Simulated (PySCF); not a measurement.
# [Nd(PH3)]2+: other functionals and bases at one geometry

Aim: see how levels, charges and forces of [Nd(PH3)]2+ depend on the level of theory. The species was built from a template and needn't be a known compound.

Method: several levels, as the steps say, no spin–orbit coupling; program: PySCF 2.14.0.

1 further run of the same task is left out (for a known fault of the program).

## (1) The system as given

5 atoms, charge 2, spin multiplicity 1.

Bond lengths: Nd1–P2 3.199 Å, P2–H3 1.418 Å, P2–H4 1.418 Å, P2–H5 1.418 Å. Angles: Nd1–P2–H3 116.9°, Nd1–P2–H4 116.9°, Nd1–P2–H5 116.9°, H3–P2–H4 101.1°, H3–P2–H5 101.1°, H4–P2–H5 101.1°.

Coordinates:

```xyz
5

Nd    0.0000    0.0000   -0.6172
P     0.0000    0.0000    2.5821
H     1.2646    0.0000    3.2245
H    -0.6323    1.0952    3.2245
H    -0.6323   -1.0952    3.2245
```

Formal oxidation states: Nd +2. Each metal's 4 4f electrons lie in its core potential, so multiplicities, spins and levels count the valence alone. An earlier session relaxed this geometry at PBE0, Nd lcecp-0-SVP with ECP50, P def2-SVP, H def2-SVP (singlet, point group C3v).

At PBE0 on the finer grid: E = -370.104340 Eh, frontier levels not given, since the 4f levels lie in the core, Mulliken charge on Nd1 +1.66 e, largest force component 0.007 eV/Å. 

Levels to run: r2SCAN; TPSSh; PBE0, TZVP. Hardware: 2 threads of Arm Neoverse V2, shared host.

## (2) r2SCAN

File run.py (the lines that set the calculation):

```python
mol = gto.M(atom='''
Nd     0.00000     0.00000    -0.61721
P      0.00000     0.00000     2.58213
H      1.26460     0.00000     3.22446
H     -0.63230     1.09518     3.22446
H     -0.63231    -1.09518     3.22446''',
    basis={'Nd': 'lcecp-0-SVP', 'P': 'def2-SVP', 'H': 'def2-SVP'},
    ecp={'Nd': 'lcecp-0-SVP'},
    charge=2, spin=0)
mf = dft.RKS(mol, xc='R2SCAN')
mf.grids.atom_grid = (75, 302)  # f atoms: unpruned, at least (60, 302)
mf = mf.density_fit()  # fitting sets: Nd AutoAux, P def2-universal-JKFIT, H def2-universal-JKFIT
mf.conv_tol = 1e-08; mf.max_cycle = 55
mf.kernel(dm0)  # dm0: the density of the relaxed state
```

Command:

```sh
$ OMP_NUM_THREADS=2 python run.py
```

## (3) TPSSh

Changes to run.py (the lines that set the calculation) since step 2:

```diff
@@ -9,3 +9,3 @@
     charge=2, spin=0)
-mf = dft.RKS(mol, xc='R2SCAN')
+mf = dft.RKS(mol, xc='TPSSH')
 mf.grids.atom_grid = (75, 302)  # f atoms: unpruned, at least (60, 302)
```

## (4) PBE0, TZVP

Basis: Nd lcecp-0-TZVP with ECP50, P def2-TZVP, H def2-TZVP. 

File run.py (the lines that set the calculation):

```python
mol = gto.M(atom='''
Nd     0.00000     0.00000    -0.61721
P      0.00000     0.00000     2.58213
H      1.26460     0.00000     3.22446
H     -0.63230     1.09518     3.22446
H     -0.63231    -1.09518     3.22446''',
    basis={'Nd': 'lcecp-0-TZVP', 'P': 'def2-TZVP', 'H': 'def2-TZVP'},
    ecp={'Nd': 'lcecp-0-TZVP'},
    charge=2, spin=0)
mf = dft.RKS(mol, xc='PBE0')
mf.grids.atom_grid = (75, 302)  # f atoms: unpruned, at least (60, 302)
mf = mf.density_fit()  # fitting sets: Nd AutoAux, P def2-universal-JKFIT, H def2-universal-JKFIT
mf.conv_tol = 1e-08; mf.max_cycle = 55
mf.kernel(dm0)  # dm0: free metal ions and neutral atoms
```

Q: Predict the outcome of this session. Wanted: for each run, charge on Nd1; dipole; largest force.

The runs gave:

| level | state | charge on Nd1 (e) | dipole (D) | largest force (eV/Å) | basis functions | time |
| --- | --- | --- | --- | --- | --- | --- |
| PBE0 (relaxed here) | singlet | 1.66 | 0.52 | 0.01 | 64 | 3.6 s |
| r2SCAN | singlet | 1.68 | 0.56 | 0.06 | 64 | 2.3 s |
| TPSSh | singlet | 1.67 | 0.53 | 0.16 | 64 | 2.3 s |
| PBE0, TZVP | singlet | 1.73 | 0.41 | 0.17 | 102 | 4.2 s |

Times are on 2 threads of Arm Neoverse V2, shared host; the first row also made further properties. The dipole of a charged species depends on the origin, so these sizes hold for this origin alone.

The largest leftover force, 0.17 eV/Å with PBE0, TZVP, stands at a geometry relaxed at another level. The Mulliken charge on Nd spans +1.66 to +1.73 e over the levels. With 4f in the core, its levels are missing from HOMO and gap. Total energies of different levels can't be compared. Spin–orbit coupling is left out throughout.
